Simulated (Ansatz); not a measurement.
# CH2BClS: one species, many methods

One table from this session's results is given with a row withheld; the runs are named, their logs left out.

The runs use Ansatz 0.2.0, Gaussian basis; functionals in def2-TZVPP, the program's frozen cores in correlated methods.

The runs, in order: LDA (SPW92), PBE-D4, revPBE-D4, BLYP-D4, r2SCAN-D4, B97M-V, PBE0-D4, B3LYP-D4, r2SCANh-D4, r2SCAN0-D4, HSE06-D4, BHLYP-D4, CAM-B3LYP-D4, LC-ωPBE, ωB97X-V, ωB97M-V, B2PLYP, PBE-QIDH; CCSD(T)/def2-SVP; CCSD(T)/def2-TZVPP; MP2/def2-QZVPP; extrapolation to the limit; RPA on PBE.

## The relaxed structure

All runs share one geometry, relaxed beforehand with PBE0-D4 in a triple-zeta def2 set.

SMILES `ClB1CS1`, 6 atoms, charge 0, spin multiplicity 1.

Atoms are counted from 1 here; the program's logs count them from 0.

Bond lengths: Cl1–B2 1.716 Å, B2–C3 1.525 Å, B2–S4 1.738 Å, C3–S4 1.880 Å, C3–H5 1.086 Å, C3–H6 1.086 Å. Angles: Cl1–B2–C3 146.3°, Cl1–B2–S4 143.7°, C3–B2–S4 70.0°, B2–C3–S4 60.4°, B2–C3–H5 121.3°, B2–C3–H6 121.3°, S4–C3–H5 113.8°, S4–C3–H6 113.8°, H5–C3–H6 113.8°, B2–S4–C3 49.7°.

Set-up of the first run:

in.yaml reads:

```yaml
crystal:
  periodic: [false, false, false]
  atoms:
    - {symbol: Cl, position_ang: [-0.987478, -2.236699, 0.270914]}
    - {symbol: B, position_ang: [-0.518723, -0.625566, -0.088137]}
    - {symbol: C, position_ang: [0.521474, 0.469280, 0.120331]}
    - {symbol: S, position_ang: [-0.980427, 0.806908, -0.958134]}
    - {symbol: H, position_ang: [1.460989, 0.465422, -0.424989]}
    - {symbol: H, position_ang: [0.546366, 1.056654, 1.033813]}
basis:
  gaussian: {orbitals: def2-TZVPP}
hamiltonian: {xc: lda}
output: {orbitals: {seedname: orbitals}}
```

Launch:

```sh
$ ansatz run in.yaml --threads 2 --pin off --events-out ev --progress --plain --max-ram 4352MiB
```

Among the steps run: LDA; PBE-D4 (GGA); revPBE-D4 (GGA); BLYP-D4 (GGA); r2SCAN-D4 (meta-GGA); B97M-V (meta-GGA); B3LYP-D4 (hybrid); r2SCANh-D4 (hybrid); r2SCAN0-D4 (hybrid); HSE06-D4 (hybrid); BHLYP-D4 (hybrid); CAM-B3LYP-D4 (range-separated); LC-ωPBE (range-separated); ωB97X-V (range-separated); ωB97M-V (range-separated); B2PLYP (double hybrid); PBE-QIDH (double hybrid).

One table of the session follows, with a row left open; its other results are not shown here.

It belongs to the step «Orbital energies across the functionals». 

| functional | HOMO (eV) | gap (eV) |
| --- | --- | --- |
| LDA (SPW92) | -6.65 | 4.37 |
| PBE-D4 | -6.53 | 4.49 |
| revPBE-D4 | -6.49 | 4.54 |
| BLYP-D4 | -6.35 | 4.50 |
| r2SCAN-D4 | -6.77 | 5.02 |
| B97M-V | -6.82 | 5.18 |
| PBE0-D4 | -7.70 | 6.59 |
| B3LYP-D4 | -7.45 | 6.17 |
| r2SCANh-D4 | -7.20 | 5.78 |
| r2SCAN0-D4 | -7.86 | 6.92 |
| HSE06-D4 | ? | ? |
| BHLYP-D4 | -8.71 | 8.70 |
| CAM-B3LYP-D4 | -8.98 | 9.03 |
| LC-ωPBE | -10.38 | 11.52 |
| ωB97X-V | -10.01 | 11.11 |
| ωB97M-V | -9.83 | 10.80 |

**Question.** Estimate the row for HSE06-D4.

As computed: HOMO (eV): -7.30; gap (eV): 5.80. In the column «HOMO (eV)» it lies between B3LYP-D4 (-7.45) and r2SCANh-D4 (-7.20).
